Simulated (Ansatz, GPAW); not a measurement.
## A script for KCl (GLLB-SC)

These are simulated results from GPAW 26.7.0, not measurements. The cell was built from a prototype and was relaxed with r2SCAN in plane waves (Ansatz 0.2.0). Not every such cell is a known phase. All runs are without spin polarisation.

It is cubic, Fm-3m (No. 225); a = 6.290 Å in the conventional setting, 31.10 Å³ an atom. K is surrounded by 6 Cl at 3.14 Å; Cl is surrounded by 6 K at 3.14 Å.

GLLB-SC is a model potential. Its fundamental gap is the Kohn-Sham gap plus a derivative discontinuity, which the script evaluates at the band edges among the listed k points. Its total energy isn't variational and serves nothing here.

The script, run.py:

```python
import json
from ase import Atoms
from gpaw import GPAW, PW, FermiDirac

atoms = Atoms(['K', 'Cl'],
              cell=[[-0.0, 3.144848, 3.144848], [3.144848, -0.0, 3.144848], [3.144848, 3.144848, 0.0]],
              scaled_positions=[[0.0, -0.0, -0.0], [0.5, 0.5, 0.5]],
              pbc=True)
calc = GPAW(mode=PW(400), xc='GLLBSC', kpts={'size': (4, 4, 4), 'gamma': True},
            occupations=FermiDirac(0.02), maxiter=100, legacy_gpaw=True, txt='gpaw.txt')
atoms.calc = calc
res = {'energy': atoms.get_potential_energy(force_consistent=True)}
res['electrons'] = calc.get_number_of_electrons()
res['k'] = calc.get_ibz_k_points().tolist()
res['levels'] = [calc.get_eigenvalues(kpt=i).tolist() for i in range(len(res['k']))]
points = [[0.0, 0.0, 0.0], [0.5, 0.0, 0.5], [0.625, 0.25, 0.625], [0.375, 0.375, 0.75], [0.5, 0.5, 0.5], [0.5, 0.25, 0.75]]
bands = calc.fixed_density(kpts=points, symmetry='off', nbands=round(res['electrons']) // 2 + 6, convergence={'bands': -2}, txt='bands.txt')
res['points'] = [bands.get_eigenvalues(kpt=i).tolist() for i in range(len(points))]
homo, lumo = bands.get_homo_lumo()
potential = calc.hamiltonian.xc.response.calculate_discontinuity_potential(homo, lumo)
res['discontinuity'] = bands.hamiltonian.xc.response.calculate_discontinuity(potential)
json.dump(res, open('results.json', 'w'))
print('free energy (eV):', round(res['energy'], 5))
```

Command: `python run.py`. It took 10 s on 1 thread of Arm Neoverse V1 (shared host), peak memory 0.14 GiB.

The log gpaw.txt, trimmed of paths, versions and times, then the last line on the terminal. An iter line gives the energy in eV and the logarithms of the changes of orbitals (plane waves alone) and density (c: converged):

```
___ ___ ___ _ _ _
 |   |   |_  | | | |

 | | | | | . | | | |

 |__ |  _|___|_____|  26.7.0
 |___|_|

Input parameters:
  kpts: {gamma: True,
         size: (4, 4, 4)}
  maxiter: 100
  mode: {ecut: 400.0,
         name: pw}
  occupations: {fixmagmom: False,
                name: fermi-dirac,
                width: 0.02}
  xc: GLLBSC

System changes: positions, numbers, cell, pbc, initial_charges, initial_magmoms

Initialize ...

species:
  K:
    name:    Potassium
    Z:       19.0
    valence: 9
    core:    10
    charge:  0.0  # [|e|]
    compensation charges:
      type: gauss
      rc: 0.35  # [Å]
      lmax: 2
    cutoffs:
      filter: 1.91  # [Å]
      core: 1.27  # [Å]
    projectors
    | kind |    occ | energy [eV] | rcut [Å] |

    |------|--------|-------------|----------|

    |   3s |  2.000 |     -35.517 |    1.122 |

    |   4s |  1.000 |      -3.176 |    1.122 |

    |   3p |  6.000 |     -18.819 |    1.106 |

    |    p |        |       8.392 |    1.106 |

    |    d |        |       0.000 |    0.937 |

    Using partial waves for K as LCAO basis

  Cl:
    name:    Chlorine
    Z:       17.0
    valence: 7
    core:    10
    charge:  0.0  # [|e|]
    compensation charges:
      type: gauss
      rc: 0.25  # [Å]
      lmax: 2
    cutoffs:
      filter: 1.40  # [Å]
      core: 1.49  # [Å]
    projectors
    | kind |    occ | energy [eV] | rcut [Å] |

    |------|--------|-------------|----------|

    |   3s |  2.000 |     -24.525 |    0.794 |

    |   3p |  5.000 |     -12.463 |    0.794 |

    |    s |        |       2.686 |    0.794 |

    |    p |        |      14.748 |    0.794 |

    |    d |        |       0.000 |    0.794 |

    Using partial waves for Cl as LCAO basis

Reference energy: -28895.472759  # eV

Spin-paired calculation

Convergence criteria:
 Maximum [total energy] change in last 3 cyles: 0.0005 eV / valence electron
 Maximum integral of absolute [dens]ity change: 0.0001 electrons / valence electron
 Maximum integral of absolute [eigenst]ate change: 4e-08 eV^2 / valence electron
 Maximum number of scf [iter]ations: 100
 (Square brackets indicate name in SCF output, whereas a 'c' in
 the SCF output indicates the quantity has converged.)

Symmetries present (total): 48

  ( 1  0  0)  ( 1  0  0)  ( 1  0  0)  ( 1  0  0)  ( 1  0 -1)  ( 1  0 -1)
  ( 1  0 -1)  ( 1 -1  0)  ( 0  1  0)  ( 0  0  1)  ( 1  0  0)  ( 1 -1  0)
  ( 1 -1  0)  ( 1  0 -1)  ( 0  0  1)  ( 0  1  0)  ( 1 -1  0)  ( 1  0  0)

  ( 1  0 -1)  ( 1  0 -1)  ( 1 -1  0)  ( 1 -1  0)  ( 1 -1  0)  ( 1 -1  0)
  ( 0  1 -1)  ( 0  0 -1)  ( 1  0  0)  ( 1  0 -1)  ( 0 -1  1)  ( 0 -1  0)
  ( 0  0 -1)  ( 0  1 -1)  ( 1  0 -1)  ( 1  0  0)  ( 0 -1  0)  ( 0 -1  1)

  ( 0  1  0)  ( 0  1  0)  ( 0  1  0)  ( 0  1  0)  ( 0  1 -1)  ( 0  1 -1)
  ( 1  0  0)  ( 0  1 -1)  ( 0  0  1)  (-1  1  0)  ( 1  0 -1)  ( 0  1  0)
  ( 0  0  1)  (-1  1  0)  ( 1  0  0)  ( 0  1 -1)  ( 0  0 -1)  (-1  1  0)

  ( 0  1 -1)  ( 0  1 -1)  ( 0  0  1)  ( 0  0  1)  ( 0  0  1)  ( 0  0  1)
  ( 0  0 -1)  (-1  1  0)  ( 1  0  0)  ( 0  1  0)  ( 0 -1  1)  (-1  0  1)
  ( 1  0 -1)  ( 0  1  0)  ( 0  1  0)  ( 1  0  0)  (-1  0  1)  ( 0 -1  1)

  ( 0  0 -1)  ( 0  0 -1)  ( 0  0 -1)  ( 0  0 -1)  ( 0 -1  1)  ( 0 -1  1)
  ( 1  0 -1)  ( 0  1 -1)  ( 0 -1  0)  (-1  0  0)  ( 1 -1  0)  ( 0  0  1)
  ( 0  1 -1)  ( 1  0 -1)  (-1  0  0)  ( 0 -1  0)  ( 0 -1  0)  (-1  0  1)

  ( 0 -1  1)  ( 0 -1  1)  ( 0 -1  0)  ( 0 -1  0)  ( 0 -1  0)  ( 0 -1  0)
  ( 0 -1  0)  (-1  0  1)  ( 1 -1  0)  ( 0  0 -1)  ( 0 -1  1)  (-1  0  0)
  ( 1 -1  0)  ( 0  0  1)  ( 0 -1  1)  (-1  0  0)  ( 1 -1  0)  ( 0  0 -1)

  (-1  1  0)  (-1  1  0)  (-1  1  0)  (-1  1  0)  (-1  0  1)  (-1  0  1)
  ( 0  1  0)  ( 0  1 -1)  (-1  0  1)  (-1  0  0)  ( 0  0  1)  ( 0 -1  1)
  ( 0  1 -1)  ( 0  1  0)  (-1  0  0)  (-1  0  1)  ( 0 -1  1)  ( 0  0  1)

  (-1  0  1)  (-1  0  1)  (-1  0  0)  (-1  0  0)  (-1  0  0)  (-1  0  0)
  (-1  1  0)  (-1  0  0)  ( 0  0 -1)  ( 0 -1  0)  (-1  1  0)  (-1  0  1)
  (-1  0  0)  (-1  1  0)  ( 0 -1  0)  ( 0  0 -1)  (-1  0  1)  (-1  1  0)

64 k-points: 4 x 4 x 4 Monkhorst-Pack grid + [1/8,1/8,1/8]
8 k-points in the irreducible part of the Brillouin zone
       k-points in crystal coordinates                weights
   0:     0.00000000    0.00000000    0.00000000          1/64
   1:     0.25000000    0.25000000    0.00000000          6/64
   2:     0.25000000    0.25000000    0.25000000          8/64
   3:     0.50000000    0.25000000   -0.25000000          6/64
   4:     0.50000000    0.25000000    0.25000000         12/64
   5:     0.50000000    0.50000000    0.00000000          3/64
   6:     0.50000000    0.50000000    0.25000000         24/64
   7:     0.50000000    0.50000000    0.50000000          4/64

Wave functions: Plane wave expansion
  Cutoff energy: 400.000 eV
  Number of coefficients (min, max): 1118, 1158
  Pulay-stress correction: 0.000000 eV/Ang^3 (de/decut=0.000000)
  Using FFTW library
  ScaLapack parameters: grid=1x1, blocksize=None
  Wavefunction extrapolation:
    Improved wavefunction reuse through dual PAW basis

Occupation numbers: Fermi-Dirac:
  width: 0.0200  # eV

Eigensolver
   Davidson(niter=2)

Densities:
  Coarse grid: 21*21*21 grid
  Fine grid: 42*42*42 grid
  Total Charge: 0.000000

Density mixing:
  Method: separate
  Backend: msr1
  Linear mixing parameter: 0.05
  old densities: 10
  Width of damping distribution: 1.1
  Damping of long wavelength oscillations: 20

Hamiltonian:
  XC and Coulomb potentials evaluated on a 42*42*42 grid
  Using the GLLBSC Exchange-Correlation functional
  External potential:
    NoExternalPotential

XC parameters: GLLBSC functional being used consists of
  -----------------------------------------------------------------------
  | Weight | Module     | Description                                   |

  -----------------------------------------------------------------------
  |  1.000 | SCREENING  | GGA_X_PBE_SOL with 2 nearest neighbor stencil |

  |  1.000 | RESPONSE   | eps=0.0500 eV                                 |

  |  1.000 | XC         | GGA_C_PBE_SOL with 2 nearest neighbor stencil |

  -----------------------------------------------------------------------

Memory estimate:
  Process memory now: 110.55 MiB
  Calculator: 9.36 MiB
    Density: 4.75 MiB
      Arrays: 1.84 MiB
      Localized functions: 1.50 MiB
      Mixer: 1.41 MiB
    Hamiltonian: 1.24 MiB
      Arrays: 1.20 MiB
      XC: 0.00 MiB
      Poisson: 0.00 MiB
      vbar: 0.04 MiB
    Wavefunctions: 3.37 MiB
      Arrays psit_nG: 1.27 MiB
      Eigensolver: 0.26 MiB
      Projections: 0.03 MiB
      Projectors: 1.31 MiB
      PW-descriptor: 0.49 MiB

Total number of cores used: 1

Number of atoms: 2
Number of atomic orbitals: 9
Number of bands in calculation: 9
Number of valence electrons: 16
Bands to converge: occupied

... initialized

Initializing position-dependent things.

Density initialized from atomic densities
Creating initial wave functions:
  9 bands from LCAO basis set
Positions:
   0 K      0.000000    0.000000    0.000000    ( 0.0000,  0.0000,  0.0000)
   1 Cl     3.144848    3.144848    3.144848    ( 0.0000,  0.0000,  0.0000)

Unit cell:
           periodic     x           y           z      points  spacing
  1. axis:    yes   -0.000000    3.144848    3.144848    21     0.1729
  2. axis:    yes    3.144848   -0.000000    3.144848    21     0.1729
  3. axis:    yes    3.144848    3.144848    0.000000    21     0.1729

  Lengths:   4.447487   4.447487   4.447487
  Angles:   60.000000  60.000000  60.000000

Effective grid spacing dv^(1/3) = 0.1887

iter:   1    -8.991403
iter:   2    -8.200484   -1.21  -1.29
iter:   3    -7.603454   -1.50  -1.33
iter:   4    -7.358273   -1.88  -1.48
iter:   5    -7.325729   -1.97  -1.49
iter:   6    -7.192997   -2.56  -1.89
iter:   7    -7.175148   -3.38  -2.17
iter:   8    -7.167415   -3.84  -2.19
iter:   9    -7.169113c  -4.47  -2.73
iter:  10    -7.170099c  -4.86  -3.00
iter:  11    -7.169246c  -6.54  -3.89
iter:  12    -7.168894c  -6.73  -3.95
iter:  13    -7.168945c  -7.73c -4.55c

Converged after 13 iterations.

Energy contributions relative to reference atoms: (reference = -28895.472759)

Kinetic:         +7.911644
Potential:       -6.059893
External:        +0.000000
XC:              -8.265370
Entropy (-ST):   -0.000000
Local:           -0.755325
SIC:             +0.000000
--------------------------
Free energy:     -7.168945
Extrapolated:    -7.168945

GLLBSC response reference energy: -3.21302 eV (from HOMO)

Showing only first 2 kpts
 Kpt  Band  Eigenvalues  Occupancy
  0     6     -3.21300    2.00000
  0     7     -3.21300    2.00000
  0     8      3.51004    0.00000

  1     6     -3.31468    2.00000
  1     7     -3.31468    2.00000
  1     8      4.89808    0.00000

Fermi level: -1.10936

Gap: 6.723 eV
Transition (v -> c):
  (s=0, k=0, n=7, [0.00, 0.00, 0.00]) -> (s=0, k=0, n=8, [0.00, 0.00, 0.00])
No difference between direct/indirect transitions

free energy (eV): -7.16894
```

The gap in the log is over the mesh alone; results.json adds the listed points. GLLB-SC gives a gap of 9.89 eV (6.723 eV Kohn-Sham over the listed points plus 3.172 eV discontinuity). On the same cell, plane-wave PBE (Ansatz, 8×8×8 k points and the special points) gives a gap of 5.19 eV and r2SCAN a gap of 5.83 eV; on shared hosts these took about 1.8 and 5.4 core-seconds on the 2-atom cell, against 10 for the script. Semilocal gaps usually lie below measured ones.
